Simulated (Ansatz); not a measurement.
# CH3ClF2Si: the cost of one run

All numbers are computed with the Python package of Ansatz 0.2.0. Level of theory: r2SCAN/def2-SVPD.

## 1. The system

Bond lengths: C1–Si2 1.814 Å, Si2–F3 1.571 Å, Si2–F4 1.595 Å, Si2–Cl5 2.044 Å, C1–H6 1.041 Å, C1–H7 1.103 Å, C1–H8 1.135 Å. Angles: C1–Si2–F3 107.2°, C1–Si2–F4 112.2°, C1–Si2–Cl5 112.0°, F3–Si2–F4 107.3°, F3–Si2–Cl5 109.9°, F4–Si2–Cl5 108.3°, Si2–C1–H6 114.9°, Si2–C1–H7 111.6°, Si2–C1–H8 107.9°, H6–C1–H7 110.3°, H6–C1–H8 107.1°, H7–C1–H8 104.4°.

Input file ch3clf2si.xyz:

```xyz
8

C    -0.76050   -0.33490    0.51770
Si    0.69350    0.14510   -0.45510
F     1.94850   -0.49540    0.24040
F     0.63730   -0.42220   -1.94480
Cl    0.91280    2.17490   -0.55050
H    -0.94160   -1.35920    0.55840
H    -0.72570    0.08820    1.53610
H    -1.67210    0.14640    0.04200
```

## 2. Script

run_spin.py

```python
"""Gap between spin states of CH3ClF2Si at one geometry."""

from dataclasses import dataclass
import warnings

import ansatz as az


@dataclass
class RunConfig:
    basis_set: str = "def2-SVPD"
    functional: str = "r2SCAN"


cfg = RunConfig()


def main() -> None:
    warnings.simplefilter("ignore", az.DeckWarning)

    system = az.Crystal.molecule_from_extxyz("ch3clf2si.xyz")

    setup = (
        system.calculation()
        .basis(gaussian=cfg.basis_set)
        .functional(cfg.functional)
    )
    found = {}
    for unpaired in [0, 2]:
        report = setup.spin("collinear", total=unpaired).run().report
        s = unpaired / 2
        found[unpaired] = report["free_energy_ev"]
        print(f"2S+1 = {unpaired + 1}: E = {found[unpaired]:.5f} eV, <S^2> = {abs(report['mean_field']['state']['spin_squared']):.3f} (pure state {s * (s + 1):.2f})")
    lowest = min(found, key=found.get)
    for unpaired, e in found.items():
        print(f"multiplicity {unpaired + 1}: {96.485332 * (e - found[lowest]):.1f} kJ/mol above the lowest")


if __name__ == "__main__":
    main()
```

## 3. What the engine is handed

The package turns the script's settings into the engine's input (first run):

```yaml
crystal:
  periodic: [false, false, false]
  atoms:
    - { symbol: C, position_ang: [-0.7605, -0.3349, 0.5177] }
    - { symbol: Si, position_ang: [0.6935, 0.1451, -0.4551] }
    - { symbol: F, position_ang: [1.9485, -0.4954, 0.2404] }
    - { symbol: F, position_ang: [0.6373, -0.4222, -1.9448] }
    - { symbol: Cl, position_ang: [0.9128, 2.1749, -0.5505] }
    - { symbol: H, position_ang: [-0.9416, -1.3592, 0.5584] }
    - { symbol: H, position_ang: [-0.7257, 0.0882, 1.5361] }
    - { symbol: H, position_ang: [-1.6721, 0.1464, 0.042] }
basis:
  gaussian:
    orbitals: def2-SVPD
hamiltonian:
  xc: r2scan
magnetization:
  spin_polarized: true
  initial_magnetization: 0.0
```

## 4. Running it

Run with:

```console
python run_spin.py
```

**Question.** How long does this script take on 1 thread of Arm Neoverse V2, shared host, and how much memory does it need?

About 99 s, with a peak of 0.53 GiB.
